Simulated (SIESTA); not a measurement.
Crystal: Sn3Se.

```
CELL_PARAMETERS angstrom
4.74188 0.00000 0.00000
0.00000 4.74188 0.00000
0.00000 0.00000 4.74188
ATOMIC_POSITIONS crystal
Sn 0.50000 0.50000 0.00000
Sn 0.50000 0.00000 0.50000
Sn 0.00000 0.50000 0.50000
Se 0.00000 0.00000 0.00000
```

The cell comes from a database or a generator and needn't be the stable form of this composition.

```yaml
Program: SIESTA 5.4.2
Task: single point
Functional: PBE
Potentials_or_basis: PseudoDojo 0.4 standard (PBE files)
Basis: DZP (energy shift 0.003 Ry; two zetas on semicore shells)
Grid_cutoff: 500 Ry
Energy_shift: 0.003 Ry
k_mesh: 6 × 6 × 6
Occupations: fermi-dirac, width 0.05 eV
Spin: no spin polarisation
```

On this cell: pressure 1.1 GPa; largest force zero by symmetry; band gap on the k mesh none (metal or under the smearing width).

The same run follows on a disturbed copy (atoms moved at random, drawn with an rms of 0.05 Å):

```
Sn Se
1.0
     4.74188    0.00000    0.00000
     0.00000    4.74188    0.00000
     0.00000    0.00000    4.74188
Sn Se
3 1
Direct
  0.50380 0.50400 0.99810
  0.51121 0.99162 0.49897
  0.00419 0.50945 0.51201
  0.00479 0.99229 0.99972
```

What does the disturbed cell give?

The energy (extrapolated to zero smearing) moves by +2.6 meV/atom; pressure 1.1 GPa; largest force 0.216 eV/Å; band gap on the k mesh none (metal or under the smearing width).

Forces in eV/Å, atoms in the order of the input:
```
Sn  -0.041 -0.150  0.098
Sn  -0.021  0.196 -0.087
Sn   0.044 -0.135 -0.051
Se   0.017  0.089  0.041
```

Stress tensor (GPa, compression positive):
```
 1.14 -0.03  0.01
-0.03  1.06  0.00
 0.01  0.00  1.14
```

Caveats: the basis of atomic orbitals isn't converged, which shifts pressures, moduli and gaps.
